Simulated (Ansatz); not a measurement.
**YB6: properties at the relaxed cell**

One table from this session's results is given with a row withheld; the runs are named, their logs left out.

The COD entry's cell or inner coordinates are ideal or old and differ from later refinements, so a difference from it is no clean test against experiment.

Method: DFT PBEsol, scalar-relativistic, plane waves, PAW, in Ansatz 0.2.0.

2 further runs of the same task are left out: 2 set aside as unsound or not needed. Runs told in other sessions of the task aren't counted.

**Starting point**

Symmetry: Pm-3m, No. 221, cubic system. The conventional cell has a = 4.075 Å, b = 4.075 Å, c = 4.075 Å, α = 90.00°, β = 90.00°, γ = 90.00°. Y (site symmetry m-3m) has 24 B at 2.99 Å in its first shell of neighbours. B (site symmetry 4mm) has 5 B at 1.62 to 1.74 Å in its first shell of neighbours.

Coordinates:

```xyz
7
Lattice="4.0754 0.0000 0.0000 0.0000 4.0754 0.0000 0.0000 0.0000 4.0754" Properties=species:S:1:pos:R:3 pbc="T T T"
Y     0.0000    0.0000    0.0000
B     0.8102    2.0377    2.0377
B     2.0377    0.8102    2.0377
B     3.2652    2.0377    2.0377
B     2.0377    3.2652    2.0377
B     2.0377    2.0377    0.8102
B     2.0377    2.0377    3.2652
```

This cell was relaxed beforehand with the same method: volume 9.67 Å³/atom, gap on the mesh none (metal).

Set-up of the first run:

input.yaml

```yaml
crystal:
  lattice:
    - [4.0342747737, 0.0, 0.0]
    - [0.0, 4.0342747737, 0.0]
    - [0.0, 0.0, 4.0342747737]
  atoms:
    - { symbol: "Y", position: [0.0, 0.0, 0.0] }
    - { symbol: B, position: [0.1988113126, 0.5, 0.5] }
    - { symbol: B, position: [0.5, 0.1988113126, 0.5] }
    - { symbol: B, position: [0.8011886874, 0.5, 0.5] }
    - { symbol: B, position: [0.5, 0.8011886874, 0.5] }
    - { symbol: B, position: [0.5, 0.5, 0.1988113126] }
    - { symbol: B, position: [0.5, 0.5, 0.8011886874] }
basis:
  ecutwfc: 420
kpoints:
  mp_grid: { grid: [10, 10, 10] }
hamiltonian:
  xc: pbesol
scf:
  occupations: { method: gaussian, width: 0.1 }
output:
  forces: true
  stress: true
  eigenvalues: true
relax:
  adjacent_minimum: "off"
  f_tol: 0.01
  max_steps: 30
```

Started as:

```bash
$ ansatz run input.yaml --threads 2 --pin off --max-ram 5120MiB --backend cpu --events-out ev --progress --plain --runs-dir out
```

Among the steps run: The cell scaled to 0.97 of its volume; The cell scaled to 1.03 of its volume; Volume × 0.94; Volume × 1.06; The cell scaled to 0.91 of its volume; The cell scaled to 1.10 of its volume; Volume × 0.88.

One table of the session follows, with a row left open; its other results are not shown here.

It belongs to the step «Fit of the equation of state». 

| volume (Å³/atom) | energy above the lowest point (meV/atom) | pressure (GPa) |
| --- | --- | --- |
| 8.510 | 93.4 | 28.44 |
| 8.800 | 50.0 | 19.77 |
| 9.090 | 21.1 | 12.25 |
| 9.380 | ? | ? |
| 9.670 | 0.0 | 0.01 |
| 9.960 | 4.6 | -4.96 |
| 10.250 | 17.6 | -9.29 |
| 10.637 | 46.2 | -14.22 |

Q: Estimate the row for volume (Å³/atom) = 9.380 from the others.

Worked estimate for «energy above the lowest point (meV/atom)». A straight line through the neighbours (9.090, 21.1) and (9.670, 0.0) gives 21.1 + (0.0 − 21.1) × (9.380 − 9.090) / (9.670 − 9.090) = 10.5; a parabola fitted to 4 rows on both sides gives 5.0.

**Answer.** energy above the lowest point (meV/atom): 5.0; pressure (GPa): 5.71. In «energy above the lowest point (meV/atom)» the line misses by +5.5 and the parabola by 0.0.

To keep in mind: Warnings in the runs' records: stress scf threshold loose.
